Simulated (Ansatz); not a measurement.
**MgHSe+ (triplet): wave-function methods side by side, cc-pVDZ**

How much of the correlation energy of MgHSe+ (triplet) does each wave-function method recover here?

Program: Ansatz 0.2.0, Gaussian basis. Level of theory: cc-pVDZ, core rule «outside noble gas», up to 19 orbitals frozen. These are calculated values, not measurements.

To be run: UHF; CCSD(T) on ROHF; CCSD(T) on UHF; BCCD(T) on ROHF; CISD as a restricted active space (open shells left free, so some higher excitations enter); CCSDT(Q) on ROHF; CCSDT(Q) on UHF.

34 further runs of the same task are left out: 14 for a known fault of the program, 7 that didn't finish, 13 set aside as unsound or not needed. Runs told in other sessions of the task aren't counted.

**1. The geometry**

The geometry is a PBE0/def2-TZVP stationary point (not a proven minimum) of the parent state, kept for this charge and spin. No spin-orbit coupling is included. The filled d shell of Se may be among the frozen orbitals whatever the setting's name suggests.

3 atoms, charge 1, spin multiplicity 3.

Atoms are counted from 1 here; the program's logs count them from 0.

Bond lengths: Se1–Mg2 2.434 Å, Mg2–H3 1.695 Å. Angles: Se1–Mg2–H3 180.0°.

**2. UHF**

in.yaml reads:

```yaml
crystal:
  periodic: [false, false, false]
  atoms:
    - {symbol: Se, position_ang: [0.000000, 0.000000, 2.187600]}
    - {symbol: Mg, position_ang: [0.000000, 0.000000, -0.246500]}
    - {symbol: H, position_ang: [0.000000, 0.000000, -1.941100]}
basis:
  gaussian: {orbitals: cc-pVDZ}
total_charge: 1
magnetization: {spin_polarized: true, initial_magnetization: 2}
hamiltonian: {xc: hf}
output: {orbitals: {seedname: orbitals}}
```

Run with:

```sh
ansatz run in.yaml --threads 1 --pin off --events-out ev --progress --plain --max-ram 2393MiB
```

The runs that follow: CCSD(T) on ROHF; CCSD(T) on UHF; BCCD(T) on ROHF; CISD as a restricted active space (open shells left free, so some higher excitations enter); CCSDT(Q) on ROHF; CCSDT(Q) on UHF.

**Question.** What will the summary of the whole plan be? Wanted: UCCSDT(Q) from the RHF energy; RMP2 from UCCSDT(Q); UMP2 from UCCSDT(Q); RCCSD from UCCSDT(Q); RCCSD(T) from UCCSDT(Q); UCCSD(T) from UCCSDT(Q); RCCSDT(Q) from UCCSDT(Q); T1 diagnostic.

The runs gave:

| quantity | value |
| --- | --- |
| UCCSDT(Q) from the ROHF energy | -3.5568 eV |
| RMP2 from UCCSDT(Q) | +741.4 meV |
| UMP2 from UCCSDT(Q) | +753.9 meV |
| RCCSD from UCCSDT(Q) | +70.4 meV |
| RCCSD(T) from UCCSDT(Q) | +22.3 meV |
| UCCSD(T) from UCCSDT(Q) | +14.1 meV |
| RCCSDT(Q) from UCCSDT(Q) | +7.8 meV |
| levels within 1 kcal/mol (43 meV) | RCCSD(T), UCCSD(T), BCCD(T), RCCSDT, UCCSDT, RCCSDT(Q) |
| T1 diagnostic | 0.016 |

**Reading.** RCCSD(T) misses by +22.3 meV, 0.6 % of the correlation energy. These misses are within one basis, not against nature; the frozen cores of restricted and unrestricted runs differ, which can shift their rows.

With open shells the CI space here admits some higher excitations, so it is larger than plain CISD.
